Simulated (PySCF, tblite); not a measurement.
# B₁₆N₁₆H₁₆: electronic excitations, NMR shifts, part 1 of 2

Aim: compute the electronic excitations, NMR shifts of B₁₆N₁₆H₁₆.

Computed with tblite 0.8.0 and PySCF 2.14.0 and routines of our own; the level stands in each step. Atoms count from 0.

## 1. The system as given

48 atoms, charge 0, multiplicity 1; geometry from: force field, distance geometry or constructed start.

## 2. Optimising the geometry with GFN2-xTB

Job settings and geometry (Å):

```
{"job": {"kind": "relax", "xc": "GFN2-xTB", "basis": "xTB"}, "charge": 0, "multiplicity": 1}
N      3.272700     1.582800    -0.001600
B      2.008900     2.312200    -0.006900
N      0.761500     1.582300     0.001000
B      0.755600     0.139000    -0.006200
N      2.011100    -0.591600     0.003400
B      3.264500     0.134100    -0.002600
N     -0.499300    -0.588700    -0.003300
B     -0.496000    -2.037700     0.001500
N      0.759000    -2.767500    -0.000400
B      2.009300    -2.041200     0.001600
B     -0.501500     2.308400    -0.002100
N     -1.757600     1.582600    -0.000000
B     -1.758500     0.135300     0.005000
B     -3.008700     2.309000    -0.002700
N     -4.268800     1.589700     0.000200
B     -4.268500     0.135200     0.006300
N     -3.010500    -0.588500     0.000900
N      3.266700    -2.768800    -0.001000
B      0.755700    -4.213600     0.002500
N      2.014900    -4.939500     0.002700
B      3.265500    -4.211600     0.001500
N     -5.523300    -0.588900    -0.000200
B     -5.519000    -2.035800     0.006600
N     -4.270800    -2.769700    -0.001500
B     -3.010400    -2.037800     0.000900
N     -1.761200    -2.766300     0.002500
N      4.524200     3.761900    -0.000700
B      3.267200     4.485200     0.001200
N      2.012700     3.760000    -0.002000
B      4.524600     2.310000     0.003400
B      0.759900     4.485200    -0.001100
N     -0.501300     3.760900     0.000200
H      4.280100    -0.450300    -0.001900
H     -3.008800     3.478300     0.003700
H     -5.166100     2.106400    -0.003300
H      4.169000    -2.243200    -0.002900
H     -0.257700    -4.800300    -0.004100
H      2.013000    -5.977900    -0.002600
H      4.282200    -4.804300    -0.000100
H     -6.427800    -0.067000     0.001200
H     -6.535700    -2.627700     0.003800
H     -4.260700    -3.811000     0.003700
H     -1.750200    -3.804400    -0.003600
H      5.426800     4.279100    -0.001800
H      3.264100     5.656300     0.002400
H      5.534900     1.726200    -0.003400
H      0.758700     5.654700    -0.000600
H     -1.400400     4.282200     0.002300
```

Started as:

```sh
> OMP_NUM_THREADS=2 python large_run.py task.json out
```

This one command runs all jobs of the session in turn.

Standard output:

```text
step      E/eV     max force
  0   -2067.85383    1.609
  1   -2068.18506    1.082
  2   -2068.42760    0.830
  3   -2068.53656    0.711
  4   -2068.61849    0.379
  5   -2068.64499    0.302
  6   -2068.66560    0.221
  7   -2068.67353    0.141
  8   -2068.67756    0.111
  9   -2068.68017    0.090
 10   -2068.68272    0.092
 11   -2068.68456    0.076
 12   -2068.68578    0.063
 13   -2068.68666    0.052
 14   -2068.68741    0.061
 15   -2068.68791    0.042
 16   -2068.68818    0.029
 17   -2068.68834    0.024
 18   -2068.68848    0.024
 19   -2068.68860    0.022
 20   -2068.68868    0.016
```

It took 1.2 s on 2 threads of Arm Neoverse N1, shared host; peak memory 0.16 GiB.

Step by step:

| step | energy from step 0 (eV) | largest force (eV/Å) |
| --- | --- | --- |
| 0 | 0.0000 | 1.6088 |
| 1 | -0.3312 | 1.0815 |
| 2 | -0.5738 | 0.8299 |
| 3 | -0.6827 | 0.7107 |
| 4 | -0.7647 | 0.3794 |
| 5 | -0.7912 | 0.3017 |
| 6 | -0.8118 | 0.2200 |
| 7 | -0.8197 | 0.1412 |
| 8 | -0.8237 | 0.1113 |
| 9 | -0.8263 | 0.0895 |
| 10 | -0.8289 | 0.0914 |
| 11 | -0.8307 | 0.0765 |
| 12 | -0.8319 | 0.0636 |
| 13 | -0.8328 | 0.0520 |
| 14 | -0.8336 | 0.0611 |
| 15 | -0.8341 | 0.0411 |
| 16 | -0.8344 | 0.0292 |
| 17 | -0.8345 | 0.0235 |
| 18 | -0.8346 | 0.0240 |
| 19 | -0.8348 | 0.0220 |
| 20 | -0.8349 | 0.0161 |

Distances of close pairs at the start and the end, largest changes first:

| bond | before (Å) | after (Å) | change (Å) |
| --- | --- | --- | --- |
| B30–N31 | 1.454 | 1.403 | -0.052 |
| B13–N14 | 1.451 | 1.407 | -0.043 |
| B7–N25 | 1.460 | 1.419 | -0.041 |
| B18–N19 | 1.453 | 1.413 | -0.041 |
| N26–B29 | 1.452 | 1.413 | -0.039 |
| N17–H35 | 1.044 | 1.006 | -0.038 |
| N17–B20 | 1.443 | 1.406 | -0.037 |
| B22–N23 | 1.448 | 1.412 | -0.036 |

The next job starts from the end point, and lists it.

## 3. Electronic excitations: TDA PBE0/def2-SVP

Job settings and geometry (Å):

```
{"job": {"kind": "uv", "basis": "def2-SVP", "grid": 1, "kgrid": 0, "vcut": 1.5, "nstates": 6, "ntriplets": 2, "tda": true, "delta": [], "pop": true, "xc": "PBE0"}, "charge": 0, "multiplicity": 1}
N      3.241615     1.580824    -0.001897
B      1.992622     2.306854    -0.001529
N      0.752883     1.574863    -0.001011
B      0.755005     0.133889    -0.000744
N      2.009383    -0.587664    -0.000915
B      3.226328     0.152123    -0.001535
N     -0.494457    -0.578549     0.000030
B     -0.501666    -2.020830    -0.000094
N      0.744061    -2.771273    -0.000516
B      1.989095    -2.043869    -0.000564
B     -0.493606     2.292351    -0.000282
N     -1.760408     1.593455     0.000351
B     -1.744001     0.147125     0.000454
B     -3.016897     2.282249     0.000505
N     -4.218903     1.549989    -0.000014
B     -4.241852     0.122559     0.000984
N     -2.990363    -0.570243     0.000970
N      3.199088    -2.800405    -0.000456
B      0.777026    -4.202537    -0.000747
N      2.015441    -4.882559    -0.000069
B      3.260976    -4.205122     0.000052
N     -5.462813    -0.617226     0.001913
B     -5.495948    -2.031860     0.002823
N     -4.250811    -2.698044     0.002223
B     -2.999737    -2.004093     0.001278
N     -1.755818    -2.685403     0.000156
N      4.451779     3.708871    -0.000767
B      3.248853     4.455221    -0.000120
N      2.006696     3.752201    -0.001067
B      4.481211     2.295982    -0.001695
B      0.760511     4.460655    -0.000529
N     -0.429962     3.718846    -0.000000
H      4.271905    -0.383468    -0.001490
H     -3.098607     3.455345     0.000890
H     -5.095268     2.049264    -0.000466
H      4.060820    -2.281170    -0.000730
H     -0.198877    -4.860650    -0.001807
H      2.008480    -5.890716     0.000089
H      4.280105    -4.787231     0.000285
H     -6.332060    -0.105972     0.001985
H     -6.512427    -2.620651     0.004062
H     -4.232827    -3.706087     0.002576
H     -1.756557    -3.691911    -0.000290
H      5.327819     4.208986    -0.000181
H      3.281302     5.628556     0.001351
H      5.510231     1.730946    -0.001909
H      0.735406     5.633751    -0.000398
H     -1.304734     4.215777     0.000691
```

Method: TDA PBE0/def2-SVP, vertical, gas phase, core orbitals frozen in the response, virtual orbitals cut by energy.

Standard output:

```text
start: PBE on a coarse grid of 41509 points
cycle   1  E = -1281.6975459426  dE =  5.192e+00  |g| = 1.419e+00  |ddm| = 9.080e+00
cycle   2  E = -1280.8606339873  dE =  8.369e-01  |g| = 2.377e+00  |ddm| = 3.560e+00
cycle   3  E = -1282.1554809735  dE = -1.295e+00  |g| = 2.142e-01  |ddm| = 2.297e+00
cycle   4  E = -1282.1667976609  dE = -1.132e-02  |g| = 8.798e-02  |ddm| = 2.971e-01
cycle   5  E = -1282.1684267279  dE = -1.629e-03  |g| = 3.363e-02  |ddm| = 9.827e-02
cycle   6  E = -1282.1686622331  dE = -2.355e-04  |g| = 1.135e-02  |ddm| = 3.709e-02
cycle   7  E = -1282.1686949087  dE = -3.268e-05  |g| = 2.743e-03  |ddm| = 1.271e-02
final grid: 183445 points
cycle   8  E = -1282.5093892052  dE = -2.105e-02  |g| = 3.426e-02  |ddm| = 7.327e-01
cycle   9  E = -1282.5096605420  dE = -2.713e-04  |g| = 1.884e-02  |ddm| = 8.128e-02
cycle  10  E = -1282.5097512210  dE = -9.068e-05  |g| = 7.878e-03  |ddm| = 2.618e-02
cycle  11  E = -1282.5097605060  dE = -9.285e-06  |g| = 2.404e-03  |ddm| = 7.527e-03
cycle  12  E = -1282.5097627943  dE = -2.288e-06  |g| = 6.971e-04  |ddm| = 2.836e-03
cycle  13  E = -1282.5097642220  dE = -1.428e-06  |g| = 2.728e-04  |ddm| = 7.708e-04
cycle  14  E = -1282.5097660882  dE = -1.866e-06  |g| = 3.579e-05  |ddm| = 2.588e-04
converged SCF energy = -1282.5097660882

Static polarisability (au): isotropic 274.916, principal 134.002 327.006 363.741

Singlet excitations
state   eV       nm        f      main configurations
  1   6.1001    203.2   0.41054   H->L 0.85
  2   6.1549    201.4   0.00094   H->L+2 0.41, H->L+1 0.17, H-3->L 0.14
  3   6.2956    196.9   0.09545   H->L+1 0.63, H-3->L 0.13
  4   6.4225    193.0   0.05847   H->L+2 0.30, H-1->L 0.26, H-3->L 0.12
  5   6.4588    192.0   0.00390   H-2->L 0.23, H->L+3 0.22, H-1->L 0.13
  6   6.5469    189.4   0.03961   H-1->L 0.38, H-3->L 0.24, H->L+2 0.08

Triplet excitations (Tamm-Dancoff, eV): 5.7575 5.9199
```

Wall time 2.5 min (2 threads of Arm Neoverse N1, shared host); peak memory 1.7 GiB.

Frontier orbitals and where they lie:

| orbital | eV | atoms |
| --- | --- | --- |
| HOMO−4 | -7.83 | N31 14 %, N2 12 %, N14 11 % |
| HOMO−3 | -7.61 | N28 16 %, N31 13 %, N11 13 % |
| HOMO−2 | -7.57 | N17 21 %, N19 20 %, N4 16 % |
| HOMO−1 | -7.48 | N16 18 %, N6 16 %, N8 12 % |
| HOMO | -6.95 | N25 18 %, N23 15 %, N21 15 % |
| LUMO | -0.21 | B5 25 %, B27 22 %, B29 22 % |
| LUMO+1 | 0.17 | B18 37 %, B20 22 %, B7 11 % |
| LUMO+2 | 0.31 | B13 20 %, B30 13 %, B10 12 % |
| LUMO+3 | 0.39 | B1 17 %, B29 12 %, B30 11 % |

With each of the 6 states as a Gaussian band of 0.4 eV half-width at 1/e, the curve within the window shown has maxima at 201 nm (ε 22,000) L/(mol cm). Beyond the last state computed it falls off for lack of states. The curve at chosen wavelengths:

```
 nm  ε (L/mol/cm)
181          2833
183          4283
185          6139
186          7212
188          9608
190         12235
192         14923
193         16224
195         18590
197         20457
199         21634
200         21924
202         21877
204         21025
206         19483
207         18506
209         16271
211         13837
213         11396
214         10223
216          8046
218          6154
220          4581
221          3914
223          2805
225          1963
```

Leading natural transition orbitals of singlet state 1: the hole lies on N25 14 %; 4 N atoms about 10 % each; N21 8 %; the particle on B5 22 %; B27, B29 about 12 % each.

Ground-state properties from the same run:

| property | computed |
| --- | --- |
| dipole moment (D) | 2.16 |
| polarisability (Å³) | 40.74 |
| HOMO–LUMO gap (eV) | 6.75 |
| −ε(HOMO) (eV) | 6.95 |

Orbitals, density, ELF and potential are computed afterwards from the orbital file.

Frontier orbitals at PBE0/def2-SVP, with the share of their density that lies nearest to each atom:

| orbital | energy (eV) | lies on |
| --- | --- | --- |
| HOMO | -6.95 | N21, N23, N25 about 15 % each; N11 9 %; N6, N14 about 7 % each |
| LUMO | -0.21 | B5, B27, B29 about 18 % each |

ELF in a plane through or near 48 of the atoms.

Values, 10 rows by 14 columns:
```
0.00 0.00 0.00 0.00 0.00 0.00 0.00 0.00 0.00 0.00 0.00 0.00 0.00 0.00
0.00 0.00 0.00 0.00 0.00 0.00 0.00 0.00 0.00 0.00 0.00 0.00 0.00 0.00
0.00 0.00 0.00 0.00 1.00 0.30 0.77 0.79 0.68 0.82 0.03 0.00 0.00 0.00
0.00 0.00 0.96 1.00 0.36 0.41 0.69 0.25 0.08 0.58 0.25 0.95 0.00 0.00
0.00 0.04 0.94 0.81 0.49 0.35 0.84 0.35 0.17 0.80 0.37 0.19 1.00 0.01
0.00 0.00 0.11 0.22 0.54 0.20 0.18 0.69 0.33 0.46 0.68 0.44 0.06 0.00
0.00 0.00 0.35 0.45 1.00 0.30 0.49 0.76 0.39 0.98 0.03 0.08 0.00 0.00
0.00 0.00 0.00 0.00 0.00 0.98 0.59 0.21 0.11 1.00 0.00 0.00 0.00 0.00
0.00 0.00 0.00 0.00 0.00 0.75 1.00 0.38 0.95 0.00 0.00 0.00 0.00 0.00
0.00 0.00 0.00 0.00 0.00 0.00 0.06 0.00 0.00 0.00 0.00 0.00 0.00 0.00
```
The map spans 19.1 Å across and 17.8 Å up, centred on the molecule. Atoms in the plane (x, y in Å): N0 (-3.6, -0.3), B1 (-2.9, 1.0), N2 (-1.4, 1.0), B3 (-0.7, -0.3), N4 (-1.4, -1.5), B5 (-2.9, -1.5), N6 (0.7, -0.3), B7 (1.4, -1.5), N8 (0.7, -2.8), B9 (-0.7, -2.8), B10 (-0.7, 2.2), N11 (0.7, 2.3), B12 (1.4, 1.0), B13 (1.5, 3.5), N14 (2.9, 3.5), B15 (3.6, 2.2), N16 (2.9, 1.0), N17 (-1.4, -4.0), B18 (1.4, -4.0), N19 (0.7, -5.2), B20 (-0.7, -5.3), N21 (5.0, 2.2), B22 (5.8, 1.0), N23 (5.0, -0.2), B24 (3.6, -0.2), N25 (2.9, -1.4), N26 (-5.7, 1.0), B27 (-5.0, 2.2), N28 (-3.6, 2.2), B29 (-5.0, -0.3), B30 (-2.9, 3.5), N31 (-1.5, 3.4), H32 (-3.5, -2.5), H33 (0.9, 4.5), H34 (3.4, 4.3), H35 (-2.4, -4.0), H36 (2.6, -4.1), H37 (1.2, -6.1), H38 (-1.3, -6.3), H39 (5.5, 3.1), H40 (6.9, 1.0), H41 (5.5, -1.1), H42 (3.4, -2.3), H43 (-6.7, 1.0), H44 (-5.7, 3.2), H45 (-5.6, -1.3), H46 (-3.5, 4.5), H47 (-1.0, 4.3).

log10 of the density (e/Å³) in the same plane.

Ten even steps from '0' (-4.0) to '9' (0.7):
```
0000000000000000000000000000
0000000000000000000000000000
0000000000000000000000000000
0000000123211223211000000000
0000122466555567645521000000
0001355578788678778744320000
0003578778899778899768641000
0013579899779899778999754200
0026899778899778899778887420
0025789788889788889788886420
0013578899778899778899753200
0002578679899778999768641000
0001345578778889778743310000
0000112466688889766420000000
0000000135899778887410000000
0000000013579899765310000000
0000000002578778742000000000
0000000001466545420000000000
0000000000122210000000000000
0000000000000000000000000000
```
The map spans 19.1 Å across and 17.8 Å up, centred on the molecule. Atoms in the plane (x, y in Å): N0 (-3.6, -0.3), B1 (-2.9, 1.0), N2 (-1.4, 1.0), B3 (-0.7, -0.3), N4 (-1.4, -1.5), B5 (-2.9, -1.5), N6 (0.7, -0.3), B7 (1.4, -1.5), N8 (0.7, -2.8), B9 (-0.7, -2.8), B10 (-0.7, 2.2), N11 (0.7, 2.3), B12 (1.4, 1.0), B13 (1.5, 3.5), N14 (2.9, 3.5), B15 (3.6, 2.2), N16 (2.9, 1.0), N17 (-1.4, -4.0), B18 (1.4, -4.0), N19 (0.7, -5.2), B20 (-0.7, -5.3), N21 (5.0, 2.2), B22 (5.8, 1.0), N23 (5.0, -0.2), B24 (3.6, -0.2), N25 (2.9, -1.4), N26 (-5.7, 1.0), B27 (-5.0, 2.2), N28 (-3.6, 2.2), B29 (-5.0, -0.3), B30 (-2.9, 3.5), N31 (-1.5, 3.4), H32 (-3.5, -2.5), H33 (0.9, 4.5), H34 (3.4, 4.3), H35 (-2.4, -4.0), H36 (2.6, -4.1), H37 (1.2, -6.1), H38 (-1.3, -6.3), H39 (5.5, 3.1), H40 (6.9, 1.0), H41 (5.5, -1.1), H42 (3.4, -2.3), H43 (-6.7, 1.0), H44 (-5.7, 3.2), H45 (-5.6, -1.3), H46 (-3.5, 4.5), H47 (-1.0, 4.3).

On the surface of density 0.002 e/bohr³ the electrostatic potential runs, from the 1st to the 99th percentile, from -0.52 to 1.79 V.

(Continued in part 2 of 2.)
